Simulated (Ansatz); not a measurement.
# C: a single-point run

The task is a single-point run on C. The structure is shown as the input types it.

Method: density functional or hybrid calculation with the settings of its input, plane waves (as first typed), in Ansatz 0.2.0.

2 further runs of the same task are left out: 1 for a known fault of the program, 1 that didn't finish.

### 1 The starting structure

It takes space group Fd-3m (No. 227, cubic). The conventional cell has a = 3.560 Å, b = 3.560 Å, c = 3.560 Å, α = 90.00°, β = 90.00°, γ = 90.00°. Around C (site symmetry -43m) lie 4 C at 1.54 Å.

The input asks for a charge of +0.1 e on the cell.

As a file:

```
C
1.0
     0.00000    1.78012    1.78012
     1.78012    0.00000    1.78012
     1.78012    1.78012    0.00000
C
2
Direct
  0.00000 0.00000 0.00000
  0.25000 0.25000 0.25000
```

### 2 Running it

Contents of input.yaml:

```yaml
crystal:
  lattice:
    - [0.0, 1.7801241426, 1.7801241426]
    - [1.7801241426, 0.0, 1.7801241426]
    - [1.7801241426, 1.7801241426, 0.0]
  atoms:
    - { symbol: C, position: [0.0, 0.0, 0.0] }
    - { symbol: C, position: [0.25, 0.25, 0.25] }
kpoints:
  mp_grid: { grid: [8, 8, 8] }
hamiltonian:
  xc: pbe
scf:
  occupations: { method: fixed }
  n_extra_bands: 4
  max_iter: 52
output:
  forces: true
  stress: true
  eigenvalues: true
total_charge: 0.1
```

Launch:

```sh
$ ansatz run input.yaml --threads 4 --pin off --max-ram 3686MiB --backend cpu --events-out ev --progress --plain --runs-dir out
```

What happens when this is run?

The program refused the input before any cycle. The line that matters: «inconsistent input (total_charge, scf.occupations.method): 0.1 gives a fractional electron count (7.900) which fixed/explicit occupations and the σ = 0 step fill (a smearing width below the step floor) cannot realise ...»

The typed charge leaves an electron count that fixed occupations can't fill in whole bands.

Remedy: remove the charge, or use smearing if the charged cell is meant.
